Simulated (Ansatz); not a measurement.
# ClGeH5Si: how energies converge with the basis set

An exercise on one series of results from a longer session: the logs are not shown, and one member is left open.

Program: Ansatz 0.2.0, Gaussian basis. Level of theory: one geometry, several basis sets. These are calculated values, not measurements.

The runs, in order: PBE0-D4/def2-SVP; ωB97M-V/def2-SVP; PBE0-D4/def2-QZVPP; ωB97M-V/def2-QZVPP; the functionals' def2-TZVPP values are taken from earlier runs.

### The geometry

All runs share one geometry, relaxed beforehand with PBE0-D4 in a triple-zeta def2 set.

SMILES `Cl[SiH2][GeH3]`, 8 atoms, charge 0, spin multiplicity 1.

Atoms are counted from 1 here; the program's logs count them from 0.

Bond lengths: Cl1–Si2 2.062 Å, Si2–Ge3 2.377 Å, Si2–H4 1.484 Å, Si2–H5 1.484 Å, Ge3–H6 1.536 Å, Ge3–H7 1.538 Å, Ge3–H8 1.536 Å. Angles: Cl1–Si2–Ge3 109.1°, Cl1–Si2–H4 107.8°, Cl1–Si2–H5 107.8°, Ge3–Si2–H4 111.5°, Ge3–Si2–H5 111.5°, H4–Si2–H5 109.1°, Si2–Ge3–H6 110.0°, Si2–Ge3–H7 109.9°, Si2–Ge3–H8 110.0°, H6–Ge3–H7 108.9°, H6–Ge3–H8 109.1°, H7–Ge3–H8 108.9°.

Geometry (Å):

```csv
atom,x (Å),y (Å),z (Å)
Cl1,-2.2903,1.2172,-0.3106
Si2,-0.4141,0.6026,-0.9069
Ge3,0.5815,-0.6622,0.8427
H4,-0.5736,-0.2064,-2.1408
H5,0.3807,1.8157,-1.2222
H6,0.7112,0.2017,2.1061
H7,1.9815,-1.1355,0.4156
H8,-0.2846,-1.8903,1.1602
```

Set-up of the first run:

in.yaml reads:

```yaml
crystal:
  periodic: [false, false, false]
  atoms:
    - {symbol: Cl, position_ang: [-2.290325, 1.217200, -0.310567]}
    - {symbol: Si, position_ang: [-0.414064, 0.602619, -0.906888]}
    - {symbol: Ge, position_ang: [0.581487, -0.662164, 0.842713]}
    - {symbol: H, position_ang: [-0.573600, -0.206376, -2.140799]}
    - {symbol: H, position_ang: [0.380664, 1.815659, -1.222162]}
    - {symbol: H, position_ang: [0.711229, 0.201704, 2.106079]}
    - {symbol: H, position_ang: [1.981537, -1.135480, 0.415633]}
    - {symbol: H, position_ang: [-0.284628, -1.890263, 1.160192]}
basis:
  gaussian: {orbitals: def2-SVP}
hamiltonian: {xc: pbe0, dispersion: d4}
output: {orbitals: {seedname: orbitals}}
```

Command:

```bash
ansatz run in.yaml --threads 2 --pin off --events-out ev --progress --plain --max-ram 31744MiB --backend cpu
```

Among the steps run: PBE0-D4 in def2-SVP; ωB97M-V in def2-SVP; PBE0-D4 in def2-QZVPP; ωB97M-V in def2-QZVPP.

One of the session's tables, all rows but one given; the rest of the session is left out.

```
functional       basis  HOMO (eV)  LUMO (eV)
   PBE0-D4    def2-SVP          ?          ?
   PBE0-D4  def2-TZVPP      -8.15      -0.44
   PBE0-D4  def2-QZVPP      -8.16      -0.55
   ωB97M-V    def2-SVP     -10.10       1.76
   ωB97M-V  def2-TZVPP     -10.19       1.39
   ωB97M-V  def2-QZVPP     -10.20       1.13
```

**Question.** Estimate the row for PBE0-D4, def2-SVP.

The run gave: HOMO (eV): -8.09; LUMO (eV): -0.19. In the column «HOMO (eV)» it is the highest.
